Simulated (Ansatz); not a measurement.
**CH₅ClOSSi: up Jacob's ladder to CCSD(T)**

How much do the methods differ for CH₅ClOSSi? The plan is to run it at one geometry with functionals of several rungs and with coupled cluster. The yardstick is the atomisation energy at the CCSD(T) limit.

Computed with Ansatz 0.2.0, Gaussian basis. Level: functionals in def2-TZVPP, the program's frozen cores in correlated methods.

Levels to be run: LDA (SPW92), PBE-D4, revPBE-D4, BLYP-D4, r2SCAN-D4, B97M-V, PBE0-D4, B3LYP-D4, r2SCANh-D4, r2SCAN0-D4, HSE06-D4, BHLYP-D4, CAM-B3LYP-D4, LC-ωPBE, ωB97X-V, ωB97M-V, B2PLYP, PBE-QIDH; CCSD(T)/def2-SVP; CCSD(T)/def2-TZVPP; MP2/def2-QZVPP; extrapolation to the limit; RPA on PBE.

**1. The geometry**

An earlier PBE0-D4 in a triple-zeta def2 set relaxation fixed the geometry.

SMILES `CO[SiH](S)Cl`, 10 atoms, charge 0, spin multiplicity 1.

Atoms are counted from 1 here; the program's logs count them from 0.

Bond lengths: C1–O2 1.414 Å, C1–H6 1.094 Å, C1–H7 1.095 Å, C1–H8 1.090 Å, O2–Si3 1.626 Å, Si3–S4 2.124 Å, Si3–Cl5 2.038 Å, Si3–H9 1.479 Å, S4–H10 1.345 Å. Angles: O2–C1–H6 111.2°, O2–C1–H7 111.2°, O2–C1–H8 107.7°, H6–C1–H7 108.9°, H6–C1–H8 109.1°, H7–C1–H8 108.7°, C1–O2–Si3 124.1°, O2–Si3–S4 112.9°, O2–Si3–Cl5 104.7°, O2–Si3–H9 112.6°, S4–Si3–Cl5 112.0°, S4–Si3–H9 105.1°, Cl5–Si3–H9 109.6°, Si3–S4–H10 93.7°.

**2. LDA**

This LDA is Slater exchange with PW92 correlation.

The input, in.yaml:

```yaml
crystal:
  periodic: [false, false, false]
  atoms:
    - {symbol: C, position_ang: [0.577171, -0.310636, -1.454582]}
    - {symbol: O, position_ang: [0.902559, 0.077070, -0.134219]}
    - {symbol: Si, position_ang: [-0.054632, -0.182075, 1.154611]}
    - {symbol: S, position_ang: [-1.992255, 0.656817, 0.927935]}
    - {symbol: Cl, position_ang: [0.954980, 0.640314, 2.722974]}
    - {symbol: H, position_ang: [-0.385331, 0.107390, -1.764575]}
    - {symbol: H, position_ang: [0.535808, -1.400678, -1.547350]}
    - {symbol: H, position_ang: [1.358669, 0.067326, -2.114052]}
    - {symbol: H, position_ang: [-0.284535, -1.619877, 1.412488]}
    - {symbol: H, position_ang: [-1.529336, 1.913149, 0.799770]}
basis:
  gaussian: {orbitals: def2-TZVPP}
hamiltonian: {xc: lda}
output: {orbitals: {seedname: orbitals}}
```

Launch:

```sh
$ ansatz run in.yaml --threads 2 --pin off --events-out ev --progress --plain --max-ram 32768MiB --backend cpu
```

The runs that follow: PBE-D4 (GGA); revPBE-D4 (GGA); BLYP-D4 (GGA); r2SCAN-D4 (meta-GGA); B97M-V (meta-GGA); B3LYP-D4 (hybrid); r2SCANh-D4 (hybrid); r2SCAN0-D4 (hybrid); HSE06-D4 (hybrid); BHLYP-D4 (hybrid); CAM-B3LYP-D4 (range-separated); LC-ωPBE (range-separated); ωB97X-V (range-separated); ωB97M-V (range-separated); B2PLYP (double hybrid); PBE-QIDH (double hybrid); CCSD(T) in def2-SVP; CCSD(T) in def2-TZVPP; MP2 in def2-QZVPP; RPA on PBE orbitals.

Before running them: what should the planned runs give, taken together? Wanted: atomisation energy, CCSD(T)/CBS; farthest beyond LDA; mean size of error, GGA; mean size of error, meta-GGA; mean size of error, hybrid; mean size of error, range-separated; mean size of error, double hybrid; gap, smallest and largest; T1 diagnostic.

**Answer**, as computed:

```
                               quantity                                                                    value
        atomisation energy, CCSD(T)/CBS                                                            3553.7 kJ/mol
 functionals within 17.8 kJ/mol (0.5 %)  r2SCAN-D4, B97M-V, r2SCANh-D4, HSE06-D4, CAM-B3LYP-D4, ωB97X-V, ωB97M-V
                    farthest beyond LDA                                                 BHLYP-D4 (-118.5 kJ/mol)
                mean size of error, GGA                                                              42.0 kJ/mol
           mean size of error, meta-GGA                                                              10.7 kJ/mol
             mean size of error, hybrid                                                              41.9 kJ/mol
    mean size of error, range-separated                                                              20.7 kJ/mol
      mean size of error, double hybrid                                                              50.0 kJ/mol
              gap, smallest and largest                                    5.67 eV (BLYP-D4), 13.07 eV (LC-ωPBE)
                          T1 diagnostic                                                                   0.0108
triples share of the correlation energy                                                                    3.9 %
```

**Reading.** The LDA atomisation energy is off by 493.7 kJ/mol (14 %): it overbinds. PBE-D4 misses by +34.7 kJ/mol. Double hybrids carry the basis error of their MP2 part in triple zeta, and no dispersion term here, so their miss is partly the set-up's. Taken by rung, meta-GGA functionals do best (10.7 kJ/mol on average) and double hybrid ones worst beyond LDA (50.0 kJ/mol). Misses under about 17.8 kJ/mol are within the doubt on the reference itself, which lacks core-valence correlation, relativity and higher excitations. Hartree-Fock recovers 73 % of the binding; the rest is correlation. CCSD(T) in def2-SVP is off by -270.2 kJ/mol, which most functionals beat. The gap grows from 5.7 to 13.1 eV across the functionals, mostly with the share of exact exchange.
